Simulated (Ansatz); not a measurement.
# EuPd3Si2: the cost of one run

Method: DFT PBE+U (U_eff = 6 eV on Eu 4f), scalar-relativistic, plane waves, PAW, in Ansatz 0.2.0.

These runs use a low cutoff (300 eV) and a coarse mesh on purpose, to show what cheap settings give: their numbers aren't properties of the material.

## 1. The starting structure

Symmetry: Imma, No. 74, orthorhombic system. The conventional cell has a = 7.211 Å, b = 10.200 Å, c = 5.775 Å, α = 90.00°, β = 90.00°, γ = 90.00°. Eu (site symmetry mm2) has 12 Pd at 3.20 to 3.70 Å and 6 Si at 3.21 to 3.54 Å and 2 Eu at 3.62 Å as nearest neighbours. Around Pd (site symmetry 2) lie 4 Si at 2.48 to 2.51 Å. Pd (site symmetry 2/m) has 4 Si at 2.54 Å as nearest neighbours. Around Si (site symmetry m) lie 6 Pd at 2.48 to 2.54 Å and 1 Si at 2.67 Å and 3 Eu at 3.21 to 3.54 Å.

As a file:

```cif
data_structure
_symmetry_space_group_name_H-M 'Imma'
_symmetry_Int_Tables_number 74
_cell_length_a 7.2105
_cell_length_b 10.2003
_cell_length_c 5.7747
_cell_angle_alpha 90.000
_cell_angle_beta 90.000
_cell_angle_gamma 90.000
_cell_volume 424.72
loop_
_atom_site_label
_atom_site_type_symbol
_atom_site_symmetry_multiplicity
_atom_site_Wyckoff_symbol
_atom_site_fract_x
_atom_site_fract_y
_atom_site_fract_z
_atom_site_occupancy
Eu1 Eu 4 e 0.50000 0.75000 0.21826 1
Pd1 Pd 8 f 0.29546 0.00000 0.00000 1
Pd2 Pd 4 c 0.25000 0.25000 0.25000 1
Si1 Si 8 h 0.50000 0.57880 0.68422 1
```

An earlier run at PBE+U (U_eff = 6 eV on Eu 4f) left this cell at 17.697 Å³/atom and 0.10 GPa (4×4×4 mesh).

Volume factors to run: 0.980, 1.020, 0.960, 1.040.

## 2. Volume × 0.980

The input, input.yaml:

```yaml
crystal:
  lattice:
    - [-3.5810703679, 5.065905954, 2.8679571481]
    - [3.5810703679, -5.065905954, 2.8679571481]
    - [3.5810703679, 5.065905954, -2.8679571481]
  atoms:
    - { symbol: Eu, position: [0.9682560747, 0.7182560747, 0.25], spin: 7.64 }
    - { symbol: Eu, position: [0.0317439253, 0.2817439253, 0.75], spin: 7.64 }
    - { symbol: Pd, position: [0.0, 0.29545589, 0.29545589] }
    - { symbol: Pd, position: [0.0, 0.70454411, 0.70454411] }
    - { symbol: Pd, position: [0.5, 0.70454411, 0.20454411] }
    - { symbol: Pd, position: [0.5, 0.29545589, 0.79545589] }
    - { symbol: Pd, position: [0.5, 0.5, 0.5] }
    - { symbol: Pd, position: [0.5, 0.0, 0.0] }
    - { symbol: Si, position: [0.2630144285, 0.1842168596, 0.0787975689] }
    - { symbol: Si, position: [0.7369855715, 0.8157831404, 0.9212024311] }
    - { symbol: Si, position: [0.6054192907, 0.1842168596, 0.4212024311] }
    - { symbol: Si, position: [0.3945807093, 0.8157831404, 0.5787975689] }
basis:
  ecutwfc: 300
  ecutrho_ratio: 4
kpoints:
  mp_grid: { grid: [4, 4, 4] }
hamiltonian:
  xc: pbe
  hubbard:
    sites:
      - { species: Eu, l: f, u_eff: 6.0, starting_ns: start.occupation_matrices }
    ns_hold: { iters: 6 }
scf:
  occupations: { method: gaussian, width: 0.05 }
  lower_state_search: "off"
output:
  forces: true
  stress: true
  eigenvalues: true
  populations: true
magnetization:
  spin_polarized: true
relax:
  f_tol: 0.01
  max_steps: 40
  cell: { stress_tol: 0.1, fix: [volume] }
```

The open shells start from the occupation matrices of the run at the neighbouring geometry (file start.occupation_matrices).

On the command line:

```
$ ansatz run input.yaml --threads 4 --pin off --max-ram 10240MiB --backend cpu --events-out ev --progress --plain --runs-dir out
```

What time and memory should one allow on 4 threads of Arm Neoverse V1, shared host?

About 2.2 min, with a peak of 0.95 GiB.
